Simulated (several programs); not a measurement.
**What each method gives for LiTlSe2 (ordering on zincblende)**

LiTlSe2 as one 4-atom ordering (P-4m2) on the zincblende lattice, relaxed with r2SCAN in Ansatz, was computed with several methods. Space group P-4m2 (No. 115), tetragonal; a = 4.264 Å, c = 5.980 Å in the conventional setting, 27.18 Å³ an atom. Li is surrounded by 4 Se at 2.53 Å; Se is surrounded by 2 Li at 2.53 Å and 2 Tl at 2.68 Å; Tl is surrounded by 4 Se at 2.68 Å. (Calculated; spin-unpolarised; the phase may be known or hypothetical.)

```cif
data_structure
_symmetry_space_group_name_H-M 'P-4m2'
_symmetry_Int_Tables_number 115
_cell_length_a 4.2639
_cell_length_b 4.2639
_cell_length_c 5.9802
_cell_angle_alpha 90.000
_cell_angle_beta 90.000
_cell_angle_gamma 90.000
_cell_volume 108.73
loop_
_atom_site_label
_atom_site_type_symbol
_atom_site_symmetry_multiplicity
_atom_site_Wyckoff_symbol
_atom_site_fract_x
_atom_site_fract_y
_atom_site_fract_z
_atom_site_occupancy
Li1 Li 1 a 0.00000 0.00000 0.00000 1
Se1 Se 2 g 0.00000 0.50000 0.22921 1
Tl1 Tl 1 c 0.50000 0.50000 0.50000 1
```

Gaps and times are for a single point on this cell; volume and bulk modulus come from each method's own relaxation or energy curve at fixed shape, which is too stiff where a cell has free coordinates or axes. Times are rough, from shared hosts (Arm Neoverse V1), and each method has its own mesh and cell size. A dagger marks a closed or tiny gap in a crystal that DFT finds insulating: a failure of the method or a wrong SCF state. A double dagger marks a value from a curve with shape and coordinates held. PM6 (MOPAC), PM7 (MOPAC), GFN1-xTB (tblite), GFN2-xTB (tblite) treat a cluster of cells at its zone centre, which samples few k points: where these miss a band edge, the gap comes out too large for that reason alone. Gaps from k meshes are read at a limited set of points (mesh, symmetry points, PBE's band edges), so each method's own least gap may be somewhat smaller. xTB and the PM methods were fitted mostly to molecules, and can miss a solid's gap by electronvolts. Minimal bases can be far off for gaps. Times of the plane-wave ladder aren't listed, since it ran on unlike processors and cards. GLLB-SC's gap includes the derivative discontinuity. G0W0 is at finite bands, cutoff and mesh. d marks a direct gap, i an indirect one (no mark: not told apart), a dash a value that wasn't computed or didn't pass its checks.

```csv
method,kind,gap (eV),own volume (Å³/atom),bulk modulus (GPa),atoms computed,processor time
PBEsol,semilocal,–,26.59,–,4,–
GFN1-xTB (tblite),tight binding,0.00†,28.28‡,38‡,cluster,1.7 s
light PBE (260 eV and a coarse mesh),light plane-wave,0.36 d,–,–,4,1.9 s
GFN2-xTB (tblite),tight binding,1.00,29.24‡,23‡,cluster,2.6 s
LDA,semilocal,0.28 d,25.41,–,4,–
PM6 (MOPAC),semi-empirical,2.75,–,–,cluster,5.9 s
PBE/single zeta (GPAW),small basis,0.40 d,–,–,4,7.7 s
PBE/SZV (CP2K),small basis,0.47 d,–,–,4,8 s
PM7 (MOPAC),semi-empirical,3.38,–,–,cluster,12 s
PBE,semilocal,0.44 d,28.03,35‡,4,–
GLLB-SC (GPAW),model potential,1.08,–,–,4,18 s
PBE/DZVP (CP2K),small basis,0.44 d,28.49‡,35‡,4,19 s
r2SCAN,semilocal,0.71 d,27.18,41‡,4,–
PBE+SOC,semilocal,0.34 d,–,–,4,–
PBE0,hybrid,1.79 d,–,–,4,–
HSE06,hybrid,1.17 d,27.10,–,4,–
Hartree-Fock,exact exchange,6.65 d,–,–,4,–
r2SCAN0,hybrid,1.95 d,–,–,4,–
DDH-PBE0,hybrid,1.02 d,–,–,4,–
HSE06+SOC,hybrid,1.04 d,–,–,4,–
G0W0@LDA (140 eV screening cutoff),many-body,0.83,–,–,4,–
G0W0@r2SCAN (140 eV screening cutoff),many-body,1.17,–,–,4,–
G0W0@HSE06 (140 eV screening cutoff),many-body,1.45,–,–,4,–
G0W0@PBE (220 eV screening cutoff),many-body,0.90,–,–,4,–
```

Against HSE06 (1.17 eV) and with closed or daggered gaps left aside, the nearest gap at the points sampled is that of G0W0@r2SCAN (140 eV screening cutoff) (0.00 eV) and the farthest that of Hartree-Fock (+5.48 eV). HSE06 is only a yardstick of convenience, and nearness to it can be luck.

Volumes against r2SCAN's: PBEsol -2.2 %, LDA -6.5 %, PBE +3.1 %, HSE06 -0.3 %.

Only the rows marked +SOC include spin-orbit coupling.
